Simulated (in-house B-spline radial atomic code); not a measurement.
# W⁶⁴⁺: excited configurations

How much energy does it take to promote electrons of W⁶⁴⁺ to other shells? Each configuration is solved by itself and compared with the reference.

The numbers are computed with in-house B-spline radial atomic code version 1 (Dirac-Hartree-Fock, average of configuration, Fermi nucleus, basis-set limit), except any that are marked as measured or tabulated.

## 1. Starting point

```
element       : tungsten (Z = 74)
charge        : +64
electrons     : 10
configuration : [He] 2s2 2p6
Hamiltonian   : Dirac-Coulomb
nucleus       : Fermi, rms radius 5.366 fm
```

Outer shells as boxes (Hund's rule):

[He] 2s2 2p6
```
[He] core
2s [↑↓]
2p [↑↓][↑↓][↑↓]
```

The run's settings:

```ini
Z = 74
electrons = 10.0
configuration = [He] 2s2 2p6
hamiltonian = dirac
method = hf
spin_polarised = False
nucleus = fermi
rms_radius = 5.3658
mass_number = 184
atomic_mass = 183.95093318
speed_of_light = 137.035999084
```

From the earlier run of the reference: total energy -11073.477854 hartree. Levels, eight at most:

```csv
orbital,occupation,energy (eV),<r> (bohr)
1s1/2,2,-75646.9,0.01833
2s1/2,2,-17517.1,0.07562
2p1/2,2,-17037.5,0.06257
2p3/2,4,-15631.8,0.07010
```

## 2. Configuration [He] 2s2 2p5 5p1

Settings: those of step 1 with these lines changed.

```diff
@@ -2,3 +2,3 @@
 electrons = 10.0
-configuration = [He] 2s2 2p6
+configuration = [He] 2s2 2p5 5p1
 hamiltonian = dirac
```

From the run's result record (rounded, not every field):

```text
{
  "status": "converged",
  "scf [iteration, energy, orbital gradient]": [
    [1, -10548.8125797, 7.75],
    [2, -10570.7282048, 0.202],
    [3, -10570.7396656, 0.0984],
    [4, -10570.7423845, 0.048],
    [5, -10570.7432292, 0.0013],
    [6, -10570.7432298, 2.69e-06],
    [7, -10570.7432298, 1.86e-08]
  ],
  "energy [hartree]": {"total": -10570.7432298, "kinetic": 12297.69248, "nuclear": -23446.3356122, "coulomb": 695.206688212, "exact_exchange": -117.306785871},
  "breit [hartree]": {"gaunt": 12.98467, "retardation": -1.07455, "frequency_dependence": -0.2300907},
  "qed [hartree]": {"self_energy": 13.34343, "uehling": -2.54549, "wichmann_kroll": 0.1010292},
  "recoil [hartree]": 0.02448286,
  "total_with_corrections [hartree]": -10548.1397473,
  "orbitals [hartree, bohr; first row names the columns]": [
    ["name", "occ", "eps", "<r>"],
    ["1s1/2", 2.0, -2794.6237, 0.018316],
    ["2s1/2", 2.0, -652.4838, 0.075308],
    ["2p1/2", 1.6667, -636.77009, 0.062206],
    ["2p3/2", 3.3333, -584.55923, 0.069666],
    ["5p1/2", 0.33333, -90.771423, 0.52073],
    ["5p3/2", 0.66667, -87.835348, 0.53879]
  ],
  "sum_r [bohr^k]": {"-1": 316.871, "1": 1.055913, "2": 0.3622588},
  "energy_minus_base [hartree]": 502.734624,
  "energy_minus_base_with_corrections [hartree]": 501.641658
}
```

Wall time 0.26 s (1 thread, shared host).

energy_minus_base is the energy less that of the reference run.

Radial density 4πr²n(r) and radial functions P(r) = rR(r):

```csv
r (bohr),4πr²n,2p3/2,5p3/2
0.00147,13.57,0.0232,0.0065
0.00214,23.14,0.0467,0.0131
0.00313,37.91,0.0937,0.0262
0.00456,57.80,0.1836,0.0512
0.00664,80.06,0.3509,0.0974
0.00967,96.94,0.6483,0.1784
0.0141,98.36,1.1419,0.3089
0.0205,84.34,1.8653,0.4871
0.0299,75.84,2.7587,0.6643
0.0436,90.28,3.5117,0.6832
0.0636,94.38,3.6011,0.3047
0.0927,53.87,2.7034,-0.4857
0.135,12.54,1.2946,-0.9097
0.197,0.7087,0.3191,0.1251
0.287,1.355,0.0304,1.1752
0.418,0.3980,0.0007,-0.5263
0.609,2.818,-0.0001,-1.6923
0.888,0.2167,0.0000,-0.4894
1.29,0.0003555,0.0000,-0.0205
1.89,2.747e-09,0.0000,-0.0001
```

On the record's full grid the radial density has clear maxima near r = 0.012, 0.053, 0.29, 0.61 bohr.

X-ray form factor of the spherical density:

```csv
sinθ/λ (1/Å),f (electrons)
0,10.000
0.1,9.974
0.2,9.897
0.3,9.777
0.4,9.626
0.6,9.281
0.8,8.961
1,8.720
1.4,8.434
1.8,8.145
2.5,7.341
4,5.527
6,3.447
```

## 3. Run with [He] 2s2 2p5 6s1

Settings: those of step 2 with these lines changed.

```diff
@@ -2,3 +2,3 @@
 electrons = 10.0
-configuration = [He] 2s2 2p5 5p1
+configuration = [He] 2s2 2p5 6s1
 hamiltonian = dirac
```

Result record:

```text
{
  "status": "converged",
  "scf [iteration, energy, orbital gradient]": [
    [1, -10522.9400863, 7.64],
    [2, -10544.8948772, 0.211],
    [3, -10544.9064769, 0.103],
    [4, -10544.909228, 0.0502],
    [5, -10544.9100826, 0.00129],
    [6, -10544.9100832, 2.64e-06],
    [7, -10544.9100832, 1.56e-08]
  ],
  "energy [hartree]": {"total": -10544.9100832, "kinetic": 12272.6074046, "nuclear": -23388.318407, "coulomb": 688.046626647, "exact_exchange": -117.245707451},
  "breit [hartree]": {"gaunt": 12.94611, "retardation": -1.065756, "frequency_dependence": -0.227492},
  "qed [hartree]": {"self_energy": 13.36525, "uehling": -2.550137, "wichmann_kroll": 0.1012039},
  "recoil [hartree]": 0.02449257,
  "total_with_corrections [hartree]": -10522.3164098,
  "orbitals [hartree, bohr; first row names the columns]": [
    ["name", "occ", "eps", "<r>"],
    ["1s1/2", 2.0, -2795.4987, 0.018316],
    ["2s1/2", 2.0, -653.25143, 0.075297],
    ["2p1/2", 1.6667, -637.54175, 0.062201],
    ["2p3/2", 3.3333, -585.31754, 0.06966],
    ["6s1/2", 1.0, -62.980772, 0.773]
  ],
  "sum_r [bohr^k]": {"-1": 316.087, "1": 1.296095, "2": 0.7105541},
  "energy_minus_base [hartree]": 528.567771,
  "energy_minus_base_with_corrections [hartree]": 527.464995
}
```

Run time: 0.25 s. Hardware: 1 thread, shared host.

## 4. Run with [He] 2s1 2p6 5f1

Settings: those of step 3 with these lines changed.

```diff
@@ -2,3 +2,3 @@
 electrons = 10.0
-configuration = [He] 2s2 2p5 6s1
+configuration = [He] 2s1 2p6 5f1
 hamiltonian = dirac
```

Result record:

```text
{
  "status": "converged",
  "scf [iteration, energy, orbital gradient]": [
    [1, -10491.6720192, 9.99],
    [2, -10514.925648, 0.332],
    [3, -10514.9402659, 0.161],
    [4, -10514.943715, 0.0783],
    [5, -10514.9447789, 0.00222],
    [6, -10514.9447798, 5.64e-06],
    [7, -10514.9447798, 3.91e-08]
  ],
  "energy [hartree]": {"total": -10514.9447798, "kinetic": 12145.1752581, "nuclear": -23249.23525, "coulomb": 704.600257455, "exact_exchange": -115.485045287},
  "breit [hartree]": {"gaunt": 13.2694, "retardation": -1.163232, "frequency_dependence": -0.283879},
  "qed [hartree]": {"self_energy": 12.57024, "uehling": -2.393925, "wichmann_kroll": 0.09521482},
  "recoil [hartree]": 0.02305262,
  "total_with_corrections [hartree]": -10492.8279153,
  "orbitals [hartree, bohr; first row names the columns]": [
    ["name", "occ", "eps", "<r>"],
    ["1s1/2", 2.0, -2793.061, 0.018326],
    ["2s1/2", 1.0, -652.94595, 0.075297],
    ["2p1/2", 2.0, -635.1263, 0.062247],
    ["2p3/2", 4.0, -582.84922, 0.069738],
    ["5f5/2", 0.42857, -85.298686, 0.47802],
    ["5f7/2", 0.57143, -84.97222, 0.48047]
  ],
  "sum_r [bohr^k]": {"-1": 314.2057, "1": 0.9948198, "2": 0.3018412},
  "energy_minus_base [hartree]": 558.533075,
  "energy_minus_base_with_corrections [hartree]": 556.95349
}
```

Wall time 0.35 s (1 thread, shared host).

## 5. Run with [He] 2s1 2p6 5p1

Settings: those of step 4 with these lines changed.

```diff
@@ -2,3 +2,3 @@
 electrons = 10.0
-configuration = [He] 2s1 2p6 5f1
+configuration = [He] 2s1 2p6 5p1
 hamiltonian = dirac
```

Result record:

```text
{
  "status": "converged",
  "scf [iteration, energy, orbital gradient]": [
    [1, -10495.4261301, 9.98],
    [2, -10518.6003856, 0.333],
    [3, -10518.619389, 0.161],
    [4, -10518.6238373, 0.0779],
    [5, -10518.6251943, 0.00254],
    [6, -10518.6251957, 4.27e-06],
    [7, -10518.6251957, 1.8e-08]
  ],
  "energy [hartree]": {"total": -10518.6251957, "kinetic": 12153.1904942, "nuclear": -23260.2126445, "coulomb": 704.059380563, "exact_exchange": -115.662425963},
  "breit [hartree]": {"gaunt": 13.32948, "retardation": -1.174472, "frequency_dependence": -0.2861089},
  "qed [hartree]": {"self_energy": 12.57569, "uehling": -2.394157, "wichmann_kroll": 0.09522769},
  "recoil [hartree]": 0.02298983,
  "total_with_corrections [hartree]": -10496.4565514,
  "orbitals [hartree, bohr; first row names the columns]": [
    ["name", "occ", "eps", "<r>"],
    ["1s1/2", 2.0, -2792.9783, 0.018327],
    ["2s1/2", 1.0, -653.08783, 0.075307],
    ["2p1/2", 2.0, -635.23459, 0.062257],
    ["2p3/2", 4.0, -582.98047, 0.069748],
    ["5p1/2", 0.33333, -90.750172, 0.52086],
    ["5p3/2", 0.66667, -87.81395, 0.53892]
  ],
  "sum_r [bohr^k]": {"-1": 314.354, "1": 1.048367, "2": 0.3612637},
  "energy_minus_base [hartree]": 554.852659,
  "energy_minus_base_with_corrections [hartree]": 553.324853
}
```

Wall time 0.24 s (1 thread, shared host).

## 6. Run with [He] 2s2 2p5 6p1

Settings: those of step 5 with these lines changed.

```diff
@@ -2,3 +2,3 @@
 electrons = 10.0
-configuration = [He] 2s1 2p6 5p1
+configuration = [He] 2s2 2p5 6p1
 hamiltonian = dirac
```

Result record:

```text
{
  "status": "converged",
  "scf [iteration, energy, orbital gradient]": [
    [1, -10521.1727883, 7.7],
    [2, -10543.1267139, 0.191],
    [3, -10543.1371204, 0.0934],
    [4, -10543.1395956, 0.0456],
    [5, -10543.1403673, 0.00118],
    [6, -10543.1403678, 2.94e-06],
    [7, -10543.1403678, 1.61e-08]
  ],
  "energy [hartree]": {"total": -10543.1403678, "kinetic": 12267.9312685, "nuclear": -23382.0747227, "coulomb": 688.219103736, "exact_exchange": -117.216017318},
  "breit [hartree]": {"gaunt": 12.95616, "retardation": -1.069141, "frequency_dependence": -0.2291323},
  "qed [hartree]": {"self_energy": 13.34125, "uehling": -2.545425, "wichmann_kroll": 0.101025},
  "recoil [hartree]": 0.02444005,
  "total_with_corrections [hartree]": -10520.5611878,
  "orbitals [hartree, bohr; first row names the columns]": [
    ["name", "occ", "eps", "<r>"],
    ["1s1/2", 2.0, -2795.4651, 0.018316],
    ["2s1/2", 2.0, -653.22212, 0.075301],
    ["2p1/2", 1.6667, -637.52524, 0.062201],
    ["2p3/2", 3.3333, -585.30288, 0.06966],
    ["6p1/2", 0.33333, -62.330427, 0.76572],
    ["6p3/2", 0.66667, -60.651397, 0.78744]
  ],
  "sum_r [bohr^k]": {"-1": 316.0026, "1": 1.303305, "2": 0.7256186},
  "energy_minus_base [hartree]": 530.337486,
  "energy_minus_base_with_corrections [hartree]": 529.220217
}
```

It took 0.26 s on 1 thread, shared host.

## 7. The excitation energies

| net move | configuration | energy above the reference (eV) | with Breit, QED, recoil (eV) | largest <r> (bohr) |
| --- | --- | --- | --- | --- |
| 2p → 5p | [He] 2s2 2p5 5p1 | 13680.1 | 13650.4 | 0.539 |
| 2p → 6s | [He] 2s2 2p5 6s1 | 14383.1 | 14353.1 | 0.773 |
| 2p → 6p | [He] 2s2 2p5 6p1 | 14431.2 | 14400.8 | 0.787 |
| 2s → 5p | [He] 2s1 2p6 5p1 | 15098.3 | 15056.7 | 0.539 |
| 2s → 5f | [He] 2s1 2p6 5f1 | 15198.5 | 15155.5 | 0.480 |

Quantum defects of the promoted electron, δ = n − ζ/√(−2ε) with ζ = 65 and ε its orbital energy in hartree:

| promotion | δ |
| --- | --- |
| 2p → 5p | 0.123 |
| 2p → 6s | 0.208 |
| 2p → 6p | 0.125 |
| 2s → 5p | 0.122 |
| 2s → 5f | 0.018 |

What this shows: The lowest of them is 2p → 5p at 13680.1 eV and the highest 2s → 5f at 15198.5 eV. Of those tabulated, the defect is largest for 6s (0.21) and least for 5f (0.02); at this charge much of the defect is relativistic. Two partly filled shells share a symmetry and can mix in the average, which may lower the energy, for: 2p → 5p; 2p → 6p. These are averages over configurations, without correlation, not spectroscopic levels.
